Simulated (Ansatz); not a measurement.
# C6H18N2O2Ti: how energies converge with the basis set

One table from this session's results is given with a row withheld; the runs are named, their logs left out.

Method: one geometry, several basis sets; program: Ansatz 0.2.0, Gaussian basis.

Levels to be run: PBE0-D4/def2-SVP; ωB97M-V/def2-SVP; PBE0-D4/def2-QZVPP; ωB97M-V/def2-QZVPP; the functionals' def2-TZVPP values are taken from earlier runs.

**Structure used throughout**

The geometry comes from an earlier relaxation with PBE0-D4 in a triple-zeta def2 set; it is a stationary point, not always the lowest conformer.

SMILES `CC(C)[NH][Ti]([OH])([OH])[NH]C(C)C`, 29 atoms, charge 0, spin multiplicity 1.

Atoms are counted from 1 here; the program's logs count them from 0.

Bond lengths: C1–C2 1.518 Å, C1–H12 1.092 Å, C1–H13 1.092 Å, C1–H14 1.094 Å, C2–C3 1.522 Å, C2–N4 1.450 Å, C2–H15 1.103 Å, C3–H16 1.094 Å, C3–H17 1.094 Å, C3–H18 1.093 Å, N4–Ti5 1.891 Å, N4–H19 1.015 Å, Ti5–O6 1.814 Å, Ti5–O7 1.810 Å, Ti5–N8 1.883 Å, O6–H20 0.957 Å, O7–H21 0.957 Å, N8–C9 1.450 Å and more. Angles: C2–C1–H12 110.7°, C2–C1–H13 110.8°, C2–C1–H14 110.2°, H12–C1–H13 108.3°, H12–C1–H14 108.3°, H13–C1–H14 108.4°, C1–C2–C3 110.9°, C1–C2–N4 110.5°, C1–C2–H15 107.6°, C3–C2–N4 110.6°, C3–C2–H15 107.6°, N4–C2–H15 109.6°, C2–C3–H16 111.1°, C2–C3–H17 110.3°, C2–C3–H18 111.0°, H16–C3–H17 108.1°, H16–C3–H18 107.8°, H17–C3–H18 108.5° and more.

The first run:

Input file in.yaml:

```yaml
crystal:
  periodic: [false, false, false]
  atoms:
    - {symbol: C, position_ang: [2.128404, -0.675845, -0.913937]}
    - {symbol: C, position_ang: [1.162583, -0.004097, -1.873753]}
    - {symbol: C, position_ang: [1.877882, 0.442301, -3.140275]}
    - {symbol: N, position_ang: [0.510739, 1.122005, -1.233365]}
    - {symbol: Ti, position_ang: [0.044390, 1.591349, 0.537971]}
    - {symbol: O, position_ang: [-1.367672, 2.715373, 0.354592]}
    - {symbol: O, position_ang: [1.451371, 2.287649, 1.438907]}
    - {symbol: N, position_ang: [-0.456761, 0.028045, 1.460148]}
    - {symbol: C, position_ang: [-1.692221, -0.710222, 1.285469]}
    - {symbol: C, position_ang: [-1.426010, -2.122567, 0.779532]}
    - {symbol: C, position_ang: [-2.515603, -0.722936, 2.565838]}
    - {symbol: H, position_ang: [2.590782, -1.549474, -1.379167]}
    - {symbol: H, position_ang: [1.612639, -1.002188, -0.008899]}
    - {symbol: H, position_ang: [2.922070, 0.020715, -0.626806]}
    - {symbol: H, position_ang: [0.406257, -0.752438, -2.163483]}
    - {symbol: H, position_ang: [1.180711, 0.908097, -3.842590]}
    - {symbol: H, position_ang: [2.655635, 1.172176, -2.898527]}
    - {symbol: H, position_ang: [2.344887, -0.406603, -3.646301]}
    - {symbol: H, position_ang: [0.085314, 1.737365, -1.919553]}
    - {symbol: H, position_ang: [-1.566040, 3.573328, 0.728640]}
    - {symbol: H, position_ang: [2.341826, 2.488202, 1.151869]}
    - {symbol: H, position_ang: [0.123846, -0.355569, 2.197115]}
    - {symbol: H, position_ang: [-2.272969, -0.182205, 0.518303]}
    - {symbol: H, position_ang: [-0.834714, -2.684113, 1.510163]}
    - {symbol: H, position_ang: [-2.359808, -2.666849, 0.614284]}
    - {symbol: H, position_ang: [-0.868610, -2.096142, -0.158575]}
    - {symbol: H, position_ang: [-2.721780, 0.296099, 2.897799]}
    - {symbol: H, position_ang: [-3.466629, -1.242426, 2.421287]}
    - {symbol: H, position_ang: [-1.970121, -1.237527, 3.363812]}
basis:
  gaussian: {orbitals: def2-SVP}
hamiltonian: {xc: pbe0, dispersion: d4}
output: {orbitals: {seedname: orbitals}}
```

On the command line:

```
ansatz run in.yaml --threads 11 --pin off --events-out ev --progress --plain --max-ram 174080MiB --backend cpu
```

Steps of the session up to this table: PBE0-D4 in def2-SVP; ωB97M-V in def2-SVP; PBE0-D4 in def2-QZVPP; ωB97M-V in def2-QZVPP.

One table of the session follows, with a row left open; its other results are not shown here.

It belongs to the step «Density functionals: the series». 

```
functional       basis  HOMO (eV)
   PBE0-D4    def2-SVP          ?
   PBE0-D4  def2-TZVPP      -6.23
   PBE0-D4  def2-QZVPP      -6.25
   ωB97M-V    def2-SVP      -8.30
   ωB97M-V  def2-TZVPP      -8.51
   ωB97M-V  def2-QZVPP      -8.53
```

Estimate the missing values for PBE0-D4, def2-SVP.

The run gave: HOMO (eV): -6.04. In the column «HOMO (eV)» it is the highest.
